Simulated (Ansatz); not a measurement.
# C2H5ClGa radical: a ladder of functionals and wavefunction methods

The task here is to estimate one member of a computed series from the others.

Method: functionals in def2-TZVPP, the program's frozen cores in correlated methods; program: Ansatz 0.2.0, Gaussian basis.

The runs, in order: LDA (SPW92), PBE-D4, revPBE-D4, BLYP-D4, r2SCAN-D4, B97M-V, PBE0-D4, B3LYP-D4, r2SCANh-D4, r2SCAN0-D4, HSE06-D4, BHLYP-D4, CAM-B3LYP-D4, LC-ωPBE, ωB97X-V, ωB97M-V, B2PLYP, PBE-QIDH; CCSD(T)/def2-SVP; CCSD(T)/def2-TZVPP; MP2/def2-QZVPP; extrapolation to the limit; RPA on PBE.

## Structure used throughout

An earlier PBE0-D4 in a triple-zeta def2 set relaxation fixed the geometry.

9 atoms, charge 0, spin multiplicity 2.

Atoms are counted from 1 here; the program's logs count them from 0.

Bond lengths: C1–C2 1.518 Å, C1–H5 1.092 Å, C1–H6 1.095 Å, C1–H7 1.091 Å, C2–Ga3 2.028 Å, C2–H8 1.094 Å, C2–H9 1.093 Å, Ga3–Cl4 2.190 Å. Angles: C2–C1–H5 111.9°, C2–C1–H6 110.6°, C2–C1–H7 111.9°, H5–C1–H6 107.5°, H5–C1–H7 107.0°, H6–C1–H7 107.7°, C1–C2–Ga3 113.0°, C1–C2–H8 112.6°, C1–C2–H9 112.8°, Ga3–C2–H8 104.9°, Ga3–C2–H9 106.0°, H8–C2–H9 107.0°, C2–Ga3–Cl4 114.6°.

Set-up of the first run:

in.yaml reads:

```yaml
crystal:
  periodic: [false, false, false]
  atoms:
    - {symbol: C, position_ang: [-0.585562, 0.732815, 0.049093]}
    - {symbol: C, position_ang: [0.348717, -0.242324, 0.741382]}
    - {symbol: Ga, position_ang: [1.087941, -1.655439, -0.511175]}
    - {symbol: Cl, position_ang: [0.640513, -1.319635, -2.628494]}
    - {symbol: H, position_ang: [-1.459608, 0.231622, -0.371521]}
    - {symbol: H, position_ang: [-0.947537, 1.487861, 0.755347]}
    - {symbol: H, position_ang: [-0.091825, 1.256417, -0.771434]}
    - {symbol: H, position_ang: [1.230957, 0.249044, 1.163203]}
    - {symbol: H, position_ang: [-0.135095, -0.786761, 1.556599]}
basis:
  gaussian: {orbitals: def2-TZVPP}
magnetization: {spin_polarized: true, initial_magnetization: 1}
hamiltonian: {xc: lda}
output: {orbitals: {seedname: orbitals}}
```

Command:

```
$ ansatz run in.yaml --threads 4 --pin off --events-out ev --progress --plain --max-ram 10444MiB
```

Steps of the session up to this table: LDA; PBE-D4 (GGA); revPBE-D4 (GGA); BLYP-D4 (GGA); r2SCAN-D4 (meta-GGA); B97M-V (meta-GGA); PBE0-D4 (hybrid); B3LYP-D4 (hybrid); r2SCANh-D4 (hybrid); r2SCAN0-D4 (hybrid); HSE06-D4 (hybrid); BHLYP-D4 (hybrid); CAM-B3LYP-D4 (range-separated); LC-ωPBE (range-separated); ωB97X-V (range-separated); ωB97M-V (range-separated); B2PLYP (double hybrid); PBE-QIDH (double hybrid).

One table of the session follows, with a row left open; its other results are not shown here.

| functional | HOMO (eV) | LUMO (eV) | gap (eV) |
| --- | --- | --- | --- |
| LDA (SPW92) | -4.82 | -4.01 | 0.81 |
| PBE-D4 | -4.76 | -3.68 | 1.08 |
| revPBE-D4 | -4.72 | -3.54 | 1.18 |
| BLYP-D4 | -4.58 | -3.70 | 0.88 |
| r2SCAN-D4 | -5.12 | -3.33 | 1.79 |
| B97M-V | -4.91 | -3.84 | 1.07 |
| PBE0-D4 | -5.83 | -2.81 | 3.02 |
| B3LYP-D4 | -5.59 | -3.20 | 2.39 |
| r2SCANh-D4 | -5.51 | -3.02 | 2.49 |
| r2SCAN0-D4 | -6.09 | -2.57 | 3.52 |
| HSE06-D4 | -5.44 | -3.19 | 2.25 |
| BHLYP-D4 | ? | ? | ? |
| CAM-B3LYP-D4 | -7.04 | -1.99 | 5.05 |
| LC-ωPBE | -8.41 | -0.62 | 7.79 |
| ωB97X-V | -7.92 | -1.03 | 6.90 |
| ωB97M-V | -7.80 | -1.19 | 6.61 |

Q: Estimate the row for BHLYP-D4 from the others.

Worked estimate for «HOMO (eV)». Against the share of exact exchange, BLYP-D4 (0, -4.58), B3LYP-D4 (0.2, -5.59) give a slope of -5.05 per unit share; at 0.5 the line stands at -7.10.

**Answer.** HOMO (eV): -6.73; LUMO (eV): -2.07; gap (eV): 4.66. In «HOMO (eV)» the line misses by -0.37.
